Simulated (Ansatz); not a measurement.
# CuB2: the cost of one run

Computed with Ansatz 0.2.0 (DFT PBE, scalar-relativistic, plane waves, PAW, unless a step's input says otherwise).

**1. Starting point**

The structure is tetragonal, space group P4/mmm (No. 123). The conventional cell has a = 2.340 Å, b = 2.340 Å, c = 4.829 Å, α = 90.00°, β = 90.00°, γ = 90.00°. Cu (site symmetry 4/mmm) is surrounded by 8 B at 2.18 Å and 4 Cu at 2.34 Å. B (site symmetry 4mm) is surrounded by 1 B at 1.98 Å and 4 Cu at 2.18 Å.

Structure file:

```cif
data_structure
_symmetry_space_group_name_H-M 'P 1'
_symmetry_Int_Tables_number 1
_cell_length_a 2.3405
_cell_length_b 2.3405
_cell_length_c 4.8290
_cell_angle_alpha 90.000
_cell_angle_beta 90.000
_cell_angle_gamma 90.000
_cell_volume 26.45
loop_
_atom_site_label
_atom_site_type_symbol
_atom_site_fract_x
_atom_site_fract_y
_atom_site_fract_z
_atom_site_occupancy
Cu1 Cu 0.00000 0.00000 0.00000 1
B1 B 0.50000 0.50000 0.29500 1
B2 B 0.50000 0.50000 0.70500 1
```

The cell is invented: species swapped into a database cell of Ga2Cu (P4/mmm, No. 123), with B on the Ga sites. Lengths come from tabulated atomic sizes and are only a guess.

**2. The guess as it stands, on a coarse mesh**

Contents of input.yaml:

```yaml
crystal:
  lattice:
    - [2.3404999, 0.0, 0.0]
    - [0.0, 2.3404999, 0.0]
    - [0.0, 0.0, 4.82903879]
  atoms:
    - { symbol: Cu, position: [0.0, 0.0, 0.0] }
    - { symbol: B, position: [0.5, 0.5, 0.29499999] }
    - { symbol: B, position: [0.5, 0.5, 0.70500001] }
basis:
  ecutwfc: 420
kpoints:
  mp_grid: { grid: [8, 8, 4] }
hamiltonian:
  xc: pbe
scf:
  occupations: { method: gaussian, width: 0.1 }
  lower_state_search: "off"
output:
  forces: true
  stress: true
  eigenvalues: true
```

On the command line:

```sh
ansatz run input.yaml --threads 1 --pin off --max-ram 2048MiB --backend cpu --events-out ev --progress --plain --runs-dir out
```

What time and memory should one allow on 1 thread of Arm Neoverse V1, shared host?

About 1.4 s, with a peak of 0.28 GiB.
